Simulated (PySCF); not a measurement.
**FH9OSi4: electronic excitations**

What electronic excitations should FH9OSi4 (`F[Si@@H]([SiH3])[SiH2]O[SiH3]`) show?

Programs: PySCF 2.14.0, with density-fitted response routines of our own. Each step states its level of theory. These are calculated values for one molecule in the gas phase, unless marked as measured. Atoms count from 0, in the outputs and in this text.

## 1. The starting structure

15 atoms, charge 0, multiplicity 1; geometry from: GFN2-xTB.

Bonds of the start (Å): F0–Si1 1.63, Si1–Si2 2.32, Si1–Si3 2.30, Si3–O4 1.63, O4–Si5 1.62, Si1–H6 1.47, Si2–H7 1.47, Si2–H8 1.47, Si2–H9 1.47, Si3–H10 1.47, Si3–H11 1.47, Si5–H12 1.46, Si5–H13 1.46, Si5–H14 1.46.

## 2. TDDFT and polarisability: wB97X-D/def2-SVPD

What the job is given:

```
{"job": {"kind": "uv", "xc": "wB97X-D", "basis": "def2-SVPD", "nstates": 8, "ntriplets": 3}, "charge": 0, "multiplicity": 1}
F     -1.997995    -2.568918    -0.081976
Si    -1.298053    -1.218554    -0.681595
Si    -2.507478     0.600349     0.108334
Si     0.929346    -1.394341    -0.134060
O      1.431590     0.132190    -0.402954
Si     2.400954     1.425043    -0.363864
H     -1.564811    -1.446087    -2.113678
H     -1.653164     1.483251     0.912278
H     -3.648221     0.236920     0.956409
H     -3.054019     1.428871    -0.973547
H      1.797581    -2.261906    -0.943208
H      1.241735    -1.702849     1.269143
H      2.865359     1.605166     1.009768
H      3.515458     1.175201    -1.274899
H      1.537304     2.513654    -0.813717
```

Method: TDDFT wB97X-D/def2-SVPD, vertical, gas phase, core orbitals frozen in the response.

Launch:

```sh
$ OMP_NUM_THREADS=1 python probes_run.py task.json out
```

The driver reads the jobs from task.json and runs them one after another.

What will the session give for the following? lowest singlet (wB97X-D/def2-SVPD); brightest single state of those computed; lowest triplet. Wanted: lowest singlet; brightest single state of those computed; lowest triplet.

As calculated:

```
                                quantity                        value
      lowest singlet (wB97X-D/def2-SVPD)  5.44 eV (228 nm), f = 0.040
brightest single state of those computed  state 3, 6.51 eV, f = 0.132
                          lowest triplet                      4.85 eV
```

What this shows: The first singlet state (HOMO→LUMO 0.94) lies at 5.44 eV and is weak; of the 8 states computed, the strongest absorption comes from state 3 at 6.51 eV. The lowest triplet lies 0.59 eV below the lowest singlet (triplets in Tamm-Dancoff, singlets in full TDDFT).
